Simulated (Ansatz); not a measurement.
# Ca5EuH9Br3: the cost of one run

All numbers below are computed with Ansatz 0.2.0 (DFT PBEsol+U (U_eff = 6 eV on Eu 4f), scalar-relativistic, plane waves, PAW).

**1. The starting structure**

The cell holds 18 atoms (Br3Ca5EuH9): a = 6.780 Å, b = 6.723 Å, c = 6.723 Å, α = 120.00°, β = 90.00°, γ = 90.00°.

The coordinates of this cell stand in the input of its own run.

The host was relaxed before at PBEsol+U (U_eff = 6 eV on Eu 4f): a = 4.039 Å, b = 4.039 Å, c = 6.991 Å, α = 90.00°, β = 90.00°, γ = 120.00° (conventional cell), 16.464 Å³/atom.

Earlier runs gave the end members, each relaxed in this structure and run in this supercell:

```csv
all sites taken by,free energy (eV),volume (Å³/atom),gap on the mesh (eV)
Eu,-60353.492,16.464,0.70
Ca,-19130.293,14.418,1.51
```

**2. 1 Eu, 5 Ca, cell and atoms relaxed**

Contents of input.yaml:

```yaml
crystal:
  lattice:
    - [0.0, 0.0, -6.7802644215]
    - [-5.8226127375, -3.3616870314, 0.0]
    - [0.0, 6.7233740628, 0.0]
  atoms:
    - { symbol: Br, position: [0.001227311, 0.3385517439, 0.6672319597] }
    - { symbol: Br, position: [0.0010536955, 0.6666139831, 0.3321406393] }
    - { symbol: Br, position: [0.0002300146, -0.0011068521, -0.0004713121] }
    - { symbol: Eu, position: [0.3075898264, 0.3397551165, 0.3358746211], spin: 7.0 }
    - { symbol: Ca, position: [0.3072669193, 0.6736000864, 1.0070401236] }
    - { symbol: Ca, position: [0.3112167404, 1.0037720318, 0.6674494051] }
    - { symbol: Ca, position: [0.6928944977, 0.6700424196, 0.6678211622] }
    - { symbol: Ca, position: [0.6880213071, -0.0014312122, 0.3310823176] }
    - { symbol: Ca, position: [0.6984847861, 0.3338182503, 0.9974881944] }
    - { symbol: H, position: [0.6479500343, 0.3338890471, 0.3405009059] }
    - { symbol: H, position: [0.6516509334, 0.6699948379, 1.0065818085] }
    - { symbol: H, position: [0.6467014101, 1.0041994746, 0.6646258809] }
    - { symbol: H, position: [0.3494711341, 0.6689381171, 0.6671852] }
    - { symbol: H, position: [0.3532550814, -0.0044684374, 0.3296621173] }
    - { symbol: H, position: [0.3542005096, 0.3282041493, 1.0016066127] }
    - { symbol: H, position: [0.4979909455, 0.6650777798, 0.3339116029] }
    - { symbol: H, position: [0.5011592995, -0.005780304, -0.0019222168] }
    - { symbol: H, position: [0.4978359314, 0.3308910368, 0.6684675041] }
basis:
  ecutwfc: 420
kpoints:
  mp_grid: { grid: [4, 3, 3] }
hamiltonian:
  xc: pbesol
  hubbard: { sites: [{ species: Eu, l: f, u_eff: 6.0 }] }
scf:
  occupations: { method: gaussian, width: 0.05 }
  lower_state_search: "off"
output:
  forces: true
  stress: true
  eigenvalues: true
  populations: true
  hubbard: { sites: [{ species: Eu, l: f }] }
  write_density: true
  write_potential: true
  elf: true
  volumetric_format: npy
magnetization:
  spin_polarized: true
relax:
  adjacent_minimum: "off"
  f_tol: 0.03
  max_steps: 45
  cell: { stress_tol: 0.2 }
```

Command:

```bash
> ansatz run input.yaml --threads 8 --pin off --max-ram 14336MiB --backend cpu --events-out ev --progress --plain --runs-dir out
```

What time and memory should one allow on 8 threads of AMD EPYC 9R45 (Zen 5), shared host?

About 26 s, with a peak of 1.6 GiB.
